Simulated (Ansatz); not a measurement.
# TiRe: a two-dimensional strain map

Aim: for TiRe, strain the cell in the xy plane and along z independently.

Program: Ansatz 0.2.0. Level of theory: DFT LDA, scalar-relativistic, plane waves, PAW. These are calculated values, not measurements.

**1. The system as given**

It takes space group Pm-3m (No. 221, cubic). The conventional cell has a = 3.118 Å, b = 3.118 Å, c = 3.118 Å, α = 90.00°, β = 90.00°, γ = 90.00°. Ti (site symmetry m-3m) is surrounded by 8 Re at 2.70 Å. Re (site symmetry m-3m) is surrounded by 8 Ti at 2.70 Å.

Structure file:

```
CELL_PARAMETERS angstrom
3.11800 0.00000 0.00000
0.00000 3.11800 0.00000
0.00000 0.00000 3.11800
ATOMIC_POSITIONS crystal
Ti 0.50000 0.50000 0.50000
Re 0.00000 0.00000 0.00000
```

No relaxation comes first: the listed cell is the starting point.

**2. The reference cell**

Reference values: F = -13058.7390 eV; pressure -13.05 GPa; largest force 0.000 eV/Å; gap on the mesh none (metal). It was computed beforehand with the settings of the runs below.

**3. Setting up a two-dimensional strain map**

The cell is strained by p along both x and y and by q along z, with fractional coordinates fixed.

**4. p = -0.080, q = -0.080**

Input file input.yaml:

```yaml
crystal:
  lattice:
    - [2.86856, 0.0, 0.0]
    - [0.0, 2.86856, 0.0]
    - [0.0, 0.0, 2.86856]
  atoms:
    - { symbol: Ti, position: [0.5, 0.5, 0.5] }
    - { symbol: Re, position: [0.0, 0.0, 0.0] }
basis:
  ecutwfc: 420
kpoints:
  mp_grid: { grid: [16, 16, 16] }
hamiltonian:
  xc: lda
scf:
  occupations: { method: gaussian, width: 0.15 }
output:
  forces: true
  stress: true
  eigenvalues: true
```

The session goes on with these runs: p = -0.080, q = 0.000; At p = -0.080, q = 0.080; p = 0.000, q = -0.080; point p = 0.000, q = 0.080; p = 0.080, q = -0.080; At p = 0.080, q = 0.000; p = 0.080, q = 0.080; p = -0.080, q = -0.040; p = -0.080, q = 0.040.

Q: Predict the outcome of this session. Wanted: highest point; lowest point away from the origin.

**Answer**, as computed:

| quantity | value |
| --- | --- |
| highest point | 740.3 meV/atom at (p, q) = (0.080, 0.080) |
| lowest point away from the origin | 22.5 meV/atom at (0.000, -0.080) |

No computed point lies below the origin. At |p| = |q| = 0.080, points where p and q have the same sign cost 598.8 meV/atom on average, those of opposite sign 200.2: stretching in the plane is cheaper with a contraction along z. The runs treat Re without spin-orbit coupling.
